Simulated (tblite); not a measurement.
# C5H10O3Si: the cost of one run

Programs: tblite 0.8.0 and PySCF 2.14.0, with density-fitted response routines of our own. Each step states its level of theory. These are calculated values for one molecule, in the gas phase or a continuum, unless marked as measured. Atoms are numbered from 0 throughout.

## 1. Starting geometry

19 atoms, charge 0, multiplicity 1; geometry from: force field or distance geometry start.

Bonds of the start (Å): C0–C1 1.51, C1–O2 1.22, C1–O3 1.36, O3–C4 1.45, C4–C5 1.56, C5–O6 1.45, O6–Si7 1.69, Si7–C8 1.89, C8–C4 1.53, C0–H9 1.10, C0–H10 1.10, C0–H11 1.08, C4–H12 1.09, C5–H13 1.10, C5–H14 1.09, Si7–H15 1.48, Si7–H16 1.49, C8–H17 1.10, C8–H18 1.10.

## 2. Relaxing the molecule with GFN2-xTB

What the job is given:

```
{"job": {"kind": "relax", "xc": "GFN2-xTB", "basis": "xTB"}, "charge": 0, "multiplicity": 1}
C      3.086500     0.382200     0.174800
C      1.899300    -0.410000    -0.309000
O      1.961100    -1.268900    -1.172500
O      0.784000    -0.046400     0.377500
C     -0.427700    -0.748100     0.014200
C     -1.007900    -0.180000    -1.320200
O     -1.700400     1.064700    -1.068200
Si    -2.288900     1.092800     0.511200
C     -1.465000    -0.500900     1.112700
H      3.246700     0.193300     1.242200
H      2.894300     1.446600    -0.002200
H      3.966000     0.082600    -0.380400
H     -0.214300    -1.817300    -0.059800
H     -0.216900     0.027400    -2.057200
H     -1.722100    -0.875600    -1.756600
H     -1.796200     2.285200     1.237200
H     -3.771200     0.969700     0.516200
H     -2.212200    -1.308500     1.125000
H     -1.024700    -0.379500     2.109100
```

Started as:

```
$ OMP_NUM_THREADS=1 python probes_run.py task.json out
```

The driver reads the jobs from task.json and runs them one after another.

Q: Estimate the wall time and peak memory of this first job on 1 thread of Arm Neoverse N1, shared host.

About 1.1 s, with a peak of 0.18 GiB.
